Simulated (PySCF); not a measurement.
# C₄H₁₂Si: magnetic properties

Aim: compute the magnetic properties of C₄H₁₂Si (`[H][Si](C)(C)CC`).

Computed with PySCF 2.14.0 and routines of our own; the level stands in each step. Atoms count from 0.

### 1 The starting structure

17 atoms, charge 0, multiplicity 1; geometry from: GFN2-xTB.

### 2 Magnetic properties: GIAO B3LYP/def2-SVP

Job settings and geometry (Å):

```
{"job": {"kind": "mag", "xc": "B3LYP", "basis": "def2-SVP"}, "charge": 0, "multiplicity": 1}
Si     0.059800     0.632660     0.353500
H     -0.014180     0.845610     1.811850
C      1.873530     0.351670    -0.152000
H      2.312330    -0.478930     0.392690
H      2.478670     1.230040     0.051280
H      1.962000     0.131750    -1.212690
C     -0.622570     2.162480    -0.548440
H     -1.663890     2.338610    -0.297780
H     -0.559700     2.051850    -1.627210
H     -0.065950     3.054310    -0.279080
C     -0.995440    -0.888160    -0.117970
C     -0.524870    -2.179650     0.540870
H     -0.989900    -1.023780    -1.201680
H     -2.035660    -0.711010     0.161250
H     -1.158310    -3.018180     0.254310
H      0.496250    -2.411040     0.246700
H     -0.552090    -2.088240     1.624400
```

Level: GIAO B3LYP/def2-SVP magnetisability, rotational g tensor and spin-rotation constants, non-relativistic, gas phase.

The run is started by

```bash
> OMP_NUM_THREADS=1 python excited_run.py task.json out
```

The driver reads the jobs from task.json and runs them one after another.

What it wrote:

```text
coarse grid: 13408 points
cycle   1  E = -448.8289640296  dE =  1.547e-02  |g| = 5.582e-01  |ddm| = 3.785e+00
cycle   2  E = -448.7928836790  dE =  3.608e-02  |g| = 6.644e-01  |ddm| = 1.238e+00
cycle   3  E = -448.9145050042  dE = -1.216e-01  |g| = 2.608e-02  |ddm| = 6.769e-01
cycle   4  E = -448.9146590494  dE = -1.540e-04  |g| = 1.436e-02  |ddm| = 4.940e-02
cycle   5  E = -448.9147123519  dE = -5.330e-05  |g| = 4.299e-03  |ddm| = 1.840e-02
cycle   6  E = -448.9147173791  dE = -5.027e-06  |g| = 6.850e-04  |ddm| = 4.919e-03
final grid: 121224 points
cycle   7  E = -448.9831471589  dE = -3.535e-05  |g| = 6.012e-03  |ddm| = 2.341e-02
cycle   8  E = -448.9831428995  dE =  4.259e-06  |g| = 7.222e-03  |ddm| = 1.275e-02
cycle   9  E = -448.9831569147  dE = -1.402e-05  |g| = 2.185e-04  |ddm| = 7.032e-03
cycle  10  E = -448.9831569265  dE = -1.184e-08  |g| = 9.976e-05  |ddm| = 3.816e-04
cycle  11  E = -448.9831569291  dE = -2.608e-09  |g| = 2.655e-05  |ddm| = 1.298e-04
cycle  12  E = -448.9831569293  dE = -1.736e-10  |g| = 7.773e-06  |ddm| = 3.273e-05
converged SCF energy = -448.9831569293

Magnetisability tensor (1e-30 J/T^2)
    -1210.17       20.47       -4.77
       20.47    -1256.33       26.99
       -4.77       26.99    -1219.92
isotropic -1228.80   principal values   -1276.90  -1209.98  -1199.53
isotropic susceptibility -74.000 1e-6 cm^3/mol

Inertial axes            a          b          c
rot. const./GHz      5.0163     2.4879     1.8726
chi total           -75.537    -73.526    -72.938
chi diamagnetic    -363.701   -621.750   -793.455
chi paramagnetic    288.164    548.224    720.517
quadrupole/D A        0.153      0.545     -0.698
g nuclear            0.6802     0.6387     0.6324
g electronic        -0.6791    -0.6408    -0.6339
g total              0.0011    -0.0021    -0.0014

Spin-rotation constants (kHz, H = +C I.J)
atom  isotope        aa         bb         cc
  1     1H       -0.445     -0.231      0.089
  3     1H       -0.249     -0.155     -0.200
  4     1H       -0.125     -0.215     -0.210
  5     1H       -0.629     -0.274      0.016
  7     1H       -0.574      0.008     -0.210
  8     1H       -0.572     -0.302      0.020
  9     1H       -0.075     -0.255     -0.197
 12     1H       -0.570     -0.301      0.043
 13     1H       -0.561      0.024     -0.197
 14     1H       -0.108     -0.208     -0.168
 15     1H       -0.557      0.015     -0.184
 16     1H       -0.538     -0.289      0.038
  0   29Si*      -2.641     -1.349     -1.077
  2    13C*       0.484      0.271      0.167
 10    13C*       0.621      0.308      0.221
 11    13C*       0.601      0.304      0.223
* in the singly substituted isotopologue
```

Wall time 20 s (1 thread of Arm Neoverse V2, shared host); peak memory 0.55 GiB.

From this job:

```
              quantity                     value
       magnetisability          -1229·10⁻³⁰ J/T²
  molar susceptibility        -74.0·10⁻⁶ cm³/mol
rotational g (a, b, c)  0.0011, -0.0021, -0.0014
```

The fields below are evaluated on a grid from the run's orbitals.

Frontier orbitals at B3LYP/def2-SVP, with the share of their density that lies nearest to each atom:

```
orbital  energy (eV)                                             lies on
   HOMO        -7.73                        C10 34 %; Si0 18 %; H14 10 %
   LUMO         1.38  5 H atoms about 10 % each; H13, H14 about 7 % each
```

ELF in a plane through or near 8 of the atoms.

Ten even steps from '0' (0.00) to '9' (1.00):
```
0000000000000000000000000000
0000000000000000000000000000
0000000000000000000000000000
0000000034200001210000000000
0000002699920028983000000000
0000004899950079996000000000
0000002799940069994000100000
0000366654752358862257861000
0002899952981397477589982000
0001999987914278682467751000
0000488733414134245453100000
0000011000375641048974000000
0000000003578851029985000000
0000000389971899202652000000
0000001699996999700000000000
0000000399964999800000000000
0000000047611588400000000000
0000000000000000000000000000
0000000000000000000000000000
0000000000000000000000000000
```
The map spans 11.5 Å across and 10.0 Å up, centred on the molecule. Atoms in the plane (x, y in Å): Si0 (-0.5, 0.0), H3 (0.2, -2.4), H4 (-1.6, -2.3), C6 (-2.1, 1.0), H7 (-2.0, 2.0), H9 (-3.0, 0.6), C11 (2.3, 0.1), H13 (1.1, 1.9).

log10 of the density (e/Å³) in the same plane.

Ten even steps from ' ' (-4.0) to '@' (1.3):
```
                                                        
                                                        
                ......          ..                      
          ..::::------::....::::--::::..                
        ..::--====++==--::::--======--::..              
      ..::--==++**##**++--==++******==--::::::..        
      ..--==++**######++====++####**++==------::..      
    ..::==++**####%%##**++++**######**++++++++==::..    
    ..--==**####%%%%####****################**==--::    
    ..--==**############@@%%########%%@@####**==--::    
    ..::--==++++++++**##%%%%********######**++==::..    
      ..::--======++****####**++++**####**++==--::      
          ..::--==++**######**++==++++**++==--::..      
          ..::--++**####%%####**========----::..        
          ..::--++**##########**++----::::::..          
            ::--==++**********++==--....                
            ..::--==============--::..                  
                ..::::::::--::::..                      
                    ............                        
                                                        
```
The map spans 11.5 Å across and 10.0 Å up, centred on the molecule. Atoms in the plane (x, y in Å): Si0 (-0.5, 0.0), H3 (0.2, -2.4), H4 (-1.6, -2.3), C6 (-2.1, 1.0), H7 (-2.0, 2.0), H9 (-3.0, 0.6), C11 (2.3, 0.1), H13 (1.1, 1.9).

On the surface of density 0.002 e/bohr³ the electrostatic potential runs, from the 1st to the 99th percentile, from -0.30 to 0.57 V.

### 3 Magnetic properties: GIAO BLYP/def2-SVP

The job, as its differences from that of step 2:

```diff
@@ -1,2 +1,2 @@
-{"job": {"kind": "mag", "xc": "B3LYP", "basis": "def2-SVP"}, "charge": 0, "multiplicity": 1}
+{"job": {"kind": "mag", "xc": "BLYP", "basis": "def2-SVP"}, "charge": 0, "multiplicity": 1}
 Si     0.059800     0.632660     0.353500
```

Method: GIAO BLYP/def2-SVP magnetisability, rotational g tensor and spin-rotation constants, non-relativistic, gas phase.

What it wrote:

```text
coarse grid: 13408 points
cycle   1  E = -448.5784009608  dE = -1.304e-02  |g| = 7.525e-01  |ddm| = 3.888e+00
cycle   2  E = -448.3513871891  dE =  2.270e-01  |g| = 1.157e+00  |ddm| = 2.078e+00
cycle   3  E = -448.7368498005  dE = -3.855e-01  |g| = 5.780e-02  |ddm| = 1.343e+00
cycle   4  E = -448.7377199521  dE = -8.702e-04  |g| = 3.001e-02  |ddm| = 1.190e-01
cycle   5  E = -448.7379540138  dE = -2.341e-04  |g| = 1.017e-02  |ddm| = 4.106e-02
cycle   6  E = -448.7379829558  dE = -2.894e-05  |g| = 1.929e-03  |ddm| = 1.308e-02
cycle   7  E = -448.7379840448  dE = -1.089e-06  |g| = 3.209e-04  |ddm| = 2.861e-03
final grid: 121224 points
cycle   8  E = -448.8230648354  dE = -4.287e-05  |g| = 9.774e-03  |ddm| = 3.115e-02
cycle   9  E = -448.8230277926  dE =  3.704e-05  |g| = 1.521e-02  |ddm| = 2.449e-02
cycle  10  E = -448.8230904351  dE = -6.264e-05  |g| = 5.661e-04  |ddm| = 1.546e-02
cycle  11  E = -448.8230905251  dE = -9.008e-08  |g| = 2.262e-04  |ddm| = 9.720e-04
cycle  12  E = -448.8230905382  dE = -1.309e-08  |g| = 6.040e-05  |ddm| = 2.746e-04
cycle  13  E = -448.8230905392  dE = -1.006e-09  |g| = 1.362e-05  |ddm| = 8.545e-05
cycle  14  E = -448.8230905393  dE = -4.968e-11  |g| = 3.677e-06  |ddm| = 1.947e-05
converged SCF energy = -448.8230905393

Magnetisability tensor (1e-30 J/T^2)
    -1197.96       20.98       -4.80
       20.98    -1243.64       27.56
       -4.80       27.56    -1207.72
isotropic -1216.44   principal values   -1265.03  -1197.69  -1186.59
isotropic susceptibility -73.256 1e-6 cm^3/mol

Inertial axes            a          b          c
rot. const./GHz      5.0163     2.4879     1.8726
chi total           -74.775    -72.802    -72.190
chi diamagnetic    -363.915   -621.984   -793.594
chi paramagnetic    289.140    549.182    721.404
quadrupole/D A        0.183      0.610     -0.793
g nuclear            0.6802     0.6387     0.6324
g electronic        -0.6814    -0.6419    -0.6346
g total             -0.0012    -0.0032    -0.0022

Spin-rotation constants (kHz, H = +C I.J)
atom  isotope        aa         bb         cc
  1     1H       -0.443     -0.231      0.092
  3     1H       -0.243     -0.154     -0.200
  4     1H       -0.117     -0.215     -0.211
  5     1H       -0.633     -0.275      0.019
  7     1H       -0.575      0.013     -0.210
  8     1H       -0.574     -0.304      0.023
  9     1H       -0.069     -0.255     -0.197
 12     1H       -0.570     -0.302      0.048
 13     1H       -0.561      0.031     -0.197
 14     1H       -0.101     -0.208     -0.168
 15     1H       -0.557      0.020     -0.184
 16     1H       -0.540     -0.290      0.042
  0   29Si*      -2.704     -1.383     -1.104
  2    13C*       0.514      0.283      0.176
 10    13C*       0.655      0.328      0.236
 11    13C*       0.629      0.320      0.235
* in the singly substituted isotopologue
```

Run time: 19 s. Hardware: 1 thread of Arm Neoverse V2, shared host; peak memory 0.45 GiB.

Key values:

```
              quantity                      value
       magnetisability           -1216·10⁻³⁰ J/T²
  molar susceptibility         -73.3·10⁻⁶ cm³/mol
rotational g (a, b, c)  -0.0012, -0.0032, -0.0022
```

### 4 The levels compared

```
              level  ξ (10⁻³⁰ J/T²)     g(a)     g(b)  gap (eV)  functions  time
GIAO B3LYP/def2-SVP           -1229   0.0011  -0.0021      9.11        134  20 s
 GIAO BLYP/def2-SVP           -1216  -0.0012  -0.0032      7.39        134  19 s
```

### 5 Outcome

| quantity | value |
| --- | --- |
| magnetisability (step 2, GIAO B3LYP/def2-SVP) | -1229·10⁻³⁰ J/T² |
| molar susceptibility (step 2, GIAO B3LYP/def2-SVP) | -74.0·10⁻⁶ cm³/mol |
| rotational g (a, b, c) (step 2, GIAO B3LYP/def2-SVP) | 0.0011, -0.0021, -0.0014 |
| surface potential, 1st and 99th percentile | -0.30 V and 0.57 V |
| magnetisability over the levels | -1229 to -1216·10⁻³⁰ J/T² |

What this shows: The magnetisability spreads by 1.0 % over 2 levels of like cost. Two levels can agree by chance, so this spread shows no convergence. Vibrational averaging and real surroundings are missing from these values.
